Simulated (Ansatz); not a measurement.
# SiGeH₃+ (singlet): from Hartree-Fock to the top rungs, cc-pVTZ

One table from this session's results is given with a row withheld; the runs are named, their logs left out.

The runs use Ansatz 0.2.0, Gaussian basis; cc-pVTZ, core rule «outside noble gas», up to 19 orbitals frozen.

Plan: UHF; CCSD(T) on RHF; CCSD(T) on UHF; BCCD(T) on RHF; CCSDT(Q) on RHF; CCSDT(Q) on UHF; CASSCF and NEVPT2, 10 electrons in 11 orbitals.

3 further runs of the same task are left out: 3 set aside as unsound or not needed.

## The system

The geometry is a PBE0/def2-TZVP stationary point (not a proven minimum) of the parent state, kept for this charge and spin. No spin-orbit coupling is included. The filled d shell of Ge may be among the frozen orbitals whatever the setting's name suggests; the logs give the count.

5 atoms, charge 1, spin multiplicity 1.

Atoms are counted from 1 here; the program's logs count them from 0.

Bond lengths: Si1–Ge2 2.440 Å, Si1–H3 1.499 Å, Si1–H4 1.492 Å, Si1–H5 1.492 Å. Angles: Ge2–Si1–H3 101.6°, Ge2–Si1–H4 116.0°, Ge2–Si1–H5 116.0°, H3–Si1–H4 107.3°, H3–Si1–H5 107.3°, H4–Si1–H5 107.7°.

Coordinates:

```xyz
5

Si   -0.00594    0.00000    1.69288
Ge   -0.00147    0.00000   -0.74736
H     1.46172   -0.00003    1.99638
H    -0.59523    1.20428    2.34667
H    -0.59529   -1.20425    2.34667
```

The first run:

Input file in.yaml:

```yaml
crystal:
  periodic: [false, false, false]
  atoms:
    - {symbol: Si, position_ang: [-0.005941, 0.000000, 1.692878]}
    - {symbol: Ge, position_ang: [-0.001466, 0.000000, -0.747359]}
    - {symbol: H, position_ang: [1.461722, -0.000031, 1.996378]}
    - {symbol: H, position_ang: [-0.595235, 1.204279, 2.346671]}
    - {symbol: H, position_ang: [-0.595286, -1.204254, 2.346671]}
basis:
  gaussian: {orbitals: cc-pVTZ}
total_charge: 1
magnetization: {spin_polarized: true, initial_magnetization: 0}
hamiltonian: {xc: hf}
output: {orbitals: {seedname: orbitals}}
```

On the command line:

```sh
$ ansatz run in.yaml --threads 1 --pin off --events-out ev --progress --plain --max-ram 2816MiB --backend cpu
```

Among the steps run: UHF; CCSD(T) on RHF; CCSD(T) on UHF; BCCD(T) on RHF; CCSDT(Q) on RHF; CCSDT(Q) on UHF; CASSCF and NEVPT2, 10 electrons in 11 orbitals.

One table of the session follows, with a row left open; its other results are not shown here.

```
        method  from RCCSDT(Q) (kcal/mol)
           RHF                    +147.70
           UHF                    +146.67
          RMP2                     +31.53
          UMP2                     +35.02
         RCCSD                      +5.57
         UCCSD                      +5.78
      RCCSD(T)                      +1.04
      UCCSD(T)                      +1.12
       BCCD(T)                      +1.01
        RCCSDT                      +0.23
     RCCSDT(Q)                          0
CASSCF valence                     +91.64
NEVPT2 valence                          ?
```

Estimate the missing values for NEVPT2 valence.

The run gave: from RCCSDT(Q) (kcal/mol): +27.64. In the column «from RCCSDT(Q) (kcal/mol)» it lies between UCCSD (+5.78) and RMP2 (+31.53).

Not comparable, so not listed: CCSDT(Q) on UHF (they don't share determinant, frozen orbitals or solution with the rows shown, or repeat one).

Limits of these values: Warnings: restricted reference is unstable; spin contamination. Restricted and unrestricted rows rest on different reference determinants; where their highest levels disagree by more than a few hundredths of an eV, they describe different states and don't form one ladder.
